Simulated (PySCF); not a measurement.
# F6Ge3O3 (cyclo-(F2GeO)3): the cost of one run

Programs: PySCF 2.14.0, with density-fitted response routines of our own. Each step states its level of theory. These are calculated values for one molecule in the gas phase, unless marked as measured. Atoms count from 0, in the outputs and in this text.

**1. Starting geometry**

12 atoms, charge 0, multiplicity 1; geometry from: GFN2-xTB. The atoms were then displaced at random by about 0.03 Å, so the start is not that level's minimum.

Bonds of the start (Å): Ge0–F1 1.71, Ge0–F2 1.76, Ge0–O3 1.77, Ge0–O11 1.65, O3–Ge4 1.63, Ge4–F5 1.64, Ge4–F6 1.70, Ge4–O7 1.74, O7–Ge8 1.79, Ge8–F9 1.65, Ge8–F10 1.70, Ge8–O11 1.68.

**2. Geometry optimisation at PBE0-D3(BJ)/def2-SVP**

Job settings and geometry (Å):

```
{"job": {"xc": "PBE0", "basis": "def2-SVP", "d3": "d3bj", "grid": 1, "maxiter": 40, "shake": 0.03, "kind": "geom"}, "charge": 0, "multiplicity": 1}
Ge    -1.569820     0.296590     0.593330
F     -3.017890    -0.596830     0.384620
F     -2.159760     1.743750     1.398770
O     -0.944970     0.836590    -0.970920
Ge     0.496400     0.499450    -1.647880
F      0.325900    -0.347680    -3.045640
F      1.266540     1.972120    -2.018650
O      1.562610    -0.322730    -0.551000
Ge     1.121230    -0.874880     1.094050
F      2.202660    -0.240000     2.169130
F      1.283940    -2.569820     1.125070
O     -0.451380    -0.479310     1.520110
```

Launch:

```sh
OMP_NUM_THREADS=2 python probes_run.py task.json out
```

This one command runs all jobs of the session in turn.

**Question.** How long does this first job take on 2 threads of AMD EPYC 9R45, shared host, and how much memory does it need?

About 2.6 min, with a peak of 1.7 GiB.
